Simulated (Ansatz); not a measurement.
# LiSi2C4: the cost of one run

Computed with Ansatz 0.2.0 (DFT PBE, scalar-relativistic, plane waves, PAW, unless a step's input says otherwise).

### Step 1. Starting point

Symmetry: P-1, No. 2, triclinic system. Conventional cell: a = 2.958 Å, b = 3.553 Å, c = 4.424 Å, α = 70.41°, β = 78.95°, γ = 86.47°. Li (site symmetry -1) has 4 Si at 1.70 to 1.97 Å and 4 C at 1.85 to 1.98 Å as nearest neighbours. Si (site symmetry 1) is surrounded by 2 Li at 1.70 to 1.97 Å and 5 C at 1.78 to 2.02 Å. C (site symmetry 1) is surrounded by 3 C at 1.69 to 2.09 Å and 3 Si at 1.78 to 2.02 Å and 1 Li at 1.98 Å. C (site symmetry 1) has 3 C at 1.69 to 1.80 Å and 2 Si at 1.82 to 1.84 Å and 1 Li at 1.85 Å as nearest neighbours.

Coordinates:

```xyz
7
Lattice="2.9582 0.0000 0.0000 0.2191 3.5466 0.0000 0.8478 1.4339 4.0985" Properties=species:S:1:pos:R:3 pbc="T T T"
Li    1.9030    0.7170    2.0493
Si    3.4328    4.5585    3.0918
Si    0.5923    0.4220    1.0067
C     1.5855    2.1730    3.3547
C     3.0314    2.8155    2.7532
C     0.9937    2.1650    1.3453
C     2.4396    2.8075    0.7439
```

A structure generator made this guess: 4-, 5-connected net, elements by coordination, guests in its cages (P-1, No. 2). Its size is a rough estimate.

### Step 2. A first look at the guess

The input, input.yaml:

```yaml
crystal:
  lattice:
    - [2.95817669, 0.0, 0.0]
    - [0.21905032, 3.54655501, 0.0]
    - [0.84784791, 1.43393337, 4.09854334]
  atoms:
    - { symbol: Li, position: [0.5, 0.0, 0.5] }
    - { symbol: Si, position: [0.87162602, 0.98031902, 0.754372] }
    - { symbol: Si, position: [0.12837398, 0.01968098, 0.245628] }
    - { symbol: C, position: [0.280509, 0.28176799, 0.81849903] }
    - { symbol: C, position: [0.79352897, 0.52226698, 0.67176199] }
    - { symbol: C, position: [0.20647103, 0.47773302, 0.32823801] }
    - { symbol: C, position: [0.719491, 0.71823201, 0.18150097] }
basis:
  ecutwfc: 420
kpoints:
  mp_grid: { grid: [6, 6, 4] }
hamiltonian:
  xc: pbe
scf:
  occupations: { method: gaussian, width: 0.1 }
  lower_state_search: "off"
output:
  forces: true
  stress: true
  eigenvalues: true
```

Launch:

```bash
ansatz run input.yaml --threads 1 --pin off --max-ram 2560MiB --backend cpu --events-out ev --progress --plain --runs-dir out
```

**Question.** How long does this run take on 1 thread of Arm Neoverse V2, shared host, and how much memory does it need?

About 3.5 s, with a peak of 0.33 GiB.
